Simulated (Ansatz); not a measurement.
# GeCP (quartet): wave-function methods side by side, cc-pVTZ

The task here is to estimate one member of a computed series from the others.

The runs use Ansatz 0.2.0, Gaussian basis; cc-pVTZ, core rule «outside noble gas», up to 20 orbitals frozen.

Plan: UHF; CCSD(T) on ROHF; CCSD(T) on UHF; BCCD(T) on ROHF; CCSDT(Q) on ROHF; CCSDT(Q) on UHF; CASSCF and NEVPT2, 13 electrons in 12 orbitals.

3 further runs of the same task are left out: 3 set aside as unsound or not needed.

### The geometry

The geometry is a PBE0/def2-TZVP stationary point (not a proven minimum) of the parent state, kept for this charge and spin. No spin-orbit coupling is included. The filled d shell of Ge may be among the frozen orbitals whatever the setting's name suggests; the logs give the count.

3 atoms, charge 0, spin multiplicity 4.

Atoms are counted from 1 here; the program's logs count them from 0.

Bond lengths: Ge1–C2 1.858 Å, C2–P3 1.573 Å. Angles: Ge1–C2–P3 180.0°.

The first run:

Input file in.yaml:

```yaml
crystal:
  periodic: [false, false, false]
  atoms:
    - {symbol: Ge, position_ang: [0.000000, 0.000000, 1.762900]}
    - {symbol: C, position_ang: [0.000000, 0.000000, -0.094700]}
    - {symbol: P, position_ang: [0.000000, 0.000000, -1.668200]}
basis:
  gaussian: {orbitals: cc-pVTZ}
magnetization: {spin_polarized: true, initial_magnetization: 3}
hamiltonian: {xc: hf}
output: {orbitals: {seedname: orbitals}}
```

On the command line:

```
ansatz run in.yaml --threads 1 --pin off --events-out ev --progress --plain --max-ram 2816MiB --backend cpu
```

Steps of the session up to this table: UHF; CCSD(T) on ROHF; CCSD(T) on UHF; BCCD(T) on ROHF; CCSDT(Q) on ROHF; CCSDT(Q) on UHF; CASSCF and NEVPT2, 13 electrons in 12 orbitals.

One table of the session follows, with a row left open; its other results are not shown here.

| method | from RCCSDT(Q) (meV) |
| --- | --- |
| ROHF | +10783.4 |
| UHF | +10173.2 |
| RMP2 | ? |
| UMP2 | +2138.8 |
| RCCSD | +872.7 |
| UCCSD | +822.7 |
| RCCSD(T) | +131.9 |
| UCCSD(T) | +148.9 |
| BCCD(T) | +115.0 |
| RCCSDT | +92.6 |
| UCCSDT | +60.2 |
| RCCSDT(Q) | 0 |
| UCCSDT(Q) | -26.7 |
| CASSCF valence | +6912.8 |
| NEVPT2 valence | +1555.5 |

**Question.** Estimate the row for RMP2.

**Answer.** from RCCSDT(Q) (meV): +1314.2. In the column «from RCCSDT(Q) (meV)» it lies between RCCSD (+872.7) and NEVPT2 valence (+1555.5).

Caveats from the session: The determinant is far from a pure spin state, so its energy mixes those of several spin states (harmless only where they are near-degenerate, as at dissociation). Warnings: spin contamination; large T1 diagnostic. Restricted and unrestricted rows rest on different reference determinants; where their highest levels disagree by more than a few hundredths of an eV, they describe different states and don't form one ladder.
